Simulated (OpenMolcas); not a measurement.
# Tm²⁺ with 6 ligands (fluoride): CASSCF and CASPT2 levels and susceptibility

Aim: the ligand-field states of Tm²⁺ in this surrounding, its lowest levels with spin-orbit coupling and its magnetic susceptibility.

Method: state-averaged CASSCF and CASPT2, spin-orbit coupling by RASSI with atomic mean-field integrals. Code: OpenMolcas 26.06.

### Step 1. What is computed

```
Species                           : Tm²⁺ (thulium, Z = 69, 67 electrons)
Basis                             : ANO-RCC-VTZP [8s7p5d3f2g1h], 284 functions with the ligands
Scalar Hamiltonian                : DKH2, point nucleus
Inactive shells                   : 1s 2s 2p 3s 3p 3d 4s 4p 4d 5s 5p of the metal, and all ligand shells
Active space                      : 13 electrons in 7 orbitals (4f)
Some configurations of this space : 4f¹³
Orbitals                          : optimised for the highest spin of each parity, averaged over all roots
```

Outer shells as boxes (Hund's rule):

4f13
```
4f [↑↓][↑↓][↑↓][↑↓][↑↓][↑↓][↑ ]
```

Tm²⁺ is taken with 6 ligands (fluoride) in octahedron coordination (Oh) at 2.34 Å. A charge of +0.667 e stands 3.2 Å behind each ligand. Ligand basis ANO-RCC-VTZP. The distances are assumed, not relaxed.

```xyz
7

Tm    0.0000    0.0000    0.0000
F     2.3400    0.0000    0.0000
F     0.0000    2.3400    0.0000
F    -2.3400    0.0000    0.0000
F     0.0000   -2.3400    0.0000
F     0.0000    0.0000    2.3400
F     0.0000    0.0000   -2.3400
```

The work runs as a chain of OpenMolcas steps in one folder; each step below is one input file. Labels, J, g values, rates, χT and fits are worked out afterwards by a script from the matrices that RASSI stores. The input lists half of the charges; inversion (Group=XYZ) makes the rest.

### Step 2. Basis and integrals

Input file a.inp:

```
&GATEWAY
Coord
7

Tm 0.0 0.0 0.0
F 2.340000 0.000000 0.000000
F 0.000000 2.340000 0.000000
F -2.340000 0.000000 0.000000
F 0.000000 -2.340000 0.000000
F 0.000000 0.000000 2.340000
F 0.000000 0.000000 -2.340000
Basis=Tm.ANO-RCC-VTZP,F.ANO-RCC-VTZP
Group=XYZ
NoMove
AngMom=0.0 0.0 0.0
AMFI
RICD
XField
3 Angstrom 0
5.540000 0.000000 0.000000 0.666667
0.000000 5.540000 0.000000 0.666667
0.000000 0.000000 5.540000 0.666667
&SEWARD
```

The run is started by

```console
$ OMP_NUM_THREADS=1 MOLCAS_MEM=3686 MOLCAS_PROJECT=a pymolcas a.inp > a.log
```

### Step 3. CASSCF: doublets of odd parity, 7 roots

Input file a.inp:

```
&RASSCF
FileOrb=start.orb
Symmetry=2
Spin=2
nActEl=13 0 0
Inactive=30 27
Ras2=0 7
CIRoot=7 7 1
SDav=7
CIMx=300
Iter=150 100
PrWF=0.3
OrbListing=Nothing
MaxOrb=0
LevShft=1.0
>>> COPY $Project.JobIph JOB001
```

start.orb holds start orbitals that the driver prepared beforehand, or those of the step before.

### Step 4. State interaction with spin-orbit coupling

Input file a.inp:

```
&RASSI
NrOfJobIphs=1 7
1 2 3 4 5 6 7
IphNames
JOB001
EJob
SpinOrbit
DIPRint=1.0
SOCoupling=1000.0
Subsets=2
Property=9
'ANGMOM' 1 'ANGMOM' 2 'ANGMOM' 3 'MLTPL  1' 1 'MLTPL  1' 2 'MLTPL  1' 3
'AMFI' 1 'AMFI' 2 'AMFI' 3
SOProperty=3
'ANGMOM' 1 'ANGMOM' 2 'ANGMOM' 3
```

### Step 5. CASPT2: IPEA 0.25, imaginary shift 0.1 (closed shells correlated: 5s 5p of the metal, with ligand shells; the Frozen line counts the rest)

Input file a.inp:

```
>>> COPY JOB001 $Project.JobIph
&CASPT2
Multistate=7 1 2 3 4 5 6 7
NoMult
Frozen=17 12
IPEA=0.25
Imaginary=0.1
MaxIter=60
WThr=0.0 0.3 0.05
PrWF=0.5
NoMix
```

(Steps that only read results are left out.)

Before running it: what results should come out? Wanted: spin-free ground state; first state of the same spin within the active space; lowest level; next level.

The runs gave:

| quantity | value |
| --- | --- |
| method | SS-CASPT2, IPEA 0.25, imaginary shift 0.1 (closed shells correlated: 5s 5p of the metal, with ligand shells; the Frozen line counts the rest) |
| spin-free ground state | 2T1, 3-fold in its orbital part |
| first state of the same spin within the active space | 2T2 at 458 cm⁻¹ |
| lowest level | 2-fold Γ6, g = 2.66, 2.66, 2.66 |
| next level | 287.5 cm⁻¹ |
| χT at 300 K | 2.31 cm³ K/mol |
| effective moment at 300 K | 4.30 μB |

Cost by method:

| method | time of its own steps | time with the reference |
| --- | --- | --- |
| A. CASSCF | 1.9 min | 1.9 min |
| B. SS-CASPT2, IPEA 0.25, imaginary shift 0.1, +5s 5p | 3.5 min | 5.4 min |

Times are of one thread on a shared host.

**Reading.** The spin-free ground state (2T1) is 3-fold and keeps the highest spin of the shell. CASPT2 does not keep the components of a term degenerate, and the means are used.
